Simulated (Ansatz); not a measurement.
# ClH3S3Ti: the cost of one run

Computed with Ansatz 0.2.0, driven from Python. Level of theory: r2SCAN/def2-SVPD.

**1. Starting point**

Bond lengths: S1–Ti2 2.339 Å, Ti2–S3 2.386 Å, Ti2–S4 2.407 Å, Ti2–Cl5 2.335 Å, S1–H6 1.376 Å, S3–H7 1.356 Å, S4–H8 1.430 Å. Angles: S1–Ti2–S3 108.1°, S1–Ti2–S4 111.2°, S1–Ti2–Cl5 110.3°, S3–Ti2–S4 109.3°, S3–Ti2–Cl5 110.4°, S4–Ti2–Cl5 107.6°, Ti2–S1–H6 95.1°, Ti2–S3–H7 93.4°, Ti2–S4–H8 90.0°.

The script holds or builds the structure itself.

**2. Script**

File ip_clh3s3ti.py:

```python
'''Removing and adding an electron on ClH3S3Ti at fixed geometry.'''

import ansatz as az

SETTINGS = {
    'basis_set': 'def2-SVPD',
    'xc': 'r2scan',
}


def single_point(molecule, charge=0, unpaired=0):
    calc = molecule.calculation().basis(gaussian=SETTINGS['basis_set']).functional(SETTINGS['xc'])
    if charge:
        calc = calc.charge(charge)
    if unpaired:
        calc = calc.spin('collinear', total=unpaired)
    return calc.run(threads=1, pin='off').report['free_energy_ev']

GEOMETRY = '''
S    -1.61620    1.47390    0.23090
Ti    0.54150    0.58870    0.04820
S     0.85330   -0.98030    1.81850
S     0.84770   -0.52540   -2.06370
Cl    2.12960    2.29530    0.18160
H    -2.25690    0.26450    0.08920
H    -0.16370   -1.77480    1.40150
H    -0.24320   -1.39880   -1.76210
'''

mol = az.Crystal.molecule()
for line in GEOMETRY.strip().splitlines():
    symbol, *xyz = line.split()
    mol = mol.atom(symbol, [float(v) for v in xyz])

# delta-SCF style differences, no relaxation
parent = single_point(mol, 0, 0)
cation = single_point(mol, 1, 1)
print(f'E(N)   = {parent:.5f} eV')
print(f'E(N-1) = {cation:.5f} eV  (1 unpaired)')
print(f'vertical ionisation energy {cation - parent:.3f} eV')
anion = single_point(mol, -1, 1)
print(f'E(N+1) = {anion:.5f} eV  (1 unpaired)')
print(f'vertical electron affinity {parent - anion:.3f} eV' + ('' if anion < parent else ' (unbound in this basis)'))
print(f'fundamental gap IP - EA = {cation + anion - 2 * parent:.3f} eV')
```

**3. What the engine is handed**

The package turns the script's settings into the engine's input (first run):

```yaml
crystal:
  periodic: [false, false, false]
  atoms:
    - { symbol: S, position_ang: [-1.6162, 1.4739, 0.2309] }
    - { symbol: Ti, position_ang: [0.5415, 0.5887, 0.0482] }
    - { symbol: S, position_ang: [0.8533, -0.9803, 1.8185] }
    - { symbol: S, position_ang: [0.8477, -0.5254, -2.0637] }
    - { symbol: Cl, position_ang: [2.1296, 2.2953, 0.1816] }
    - { symbol: H, position_ang: [-2.2569, 0.2645, 0.0892] }
    - { symbol: H, position_ang: [-0.1637, -1.7748, 1.4015] }
    - { symbol: H, position_ang: [-0.2432, -1.3988, -1.7621] }
basis:
  gaussian:
    orbitals: def2-SVPD
hamiltonian:
  xc: r2scan
```

**4. The run**

On the command line:

```
$ python ip_clh3s3ti.py
```

**Question.** How long does this script take on 1 thread of Arm Neoverse V2, shared host, and how much memory does it need?

About 7.2 min, with a peak of 0.72 GiB.
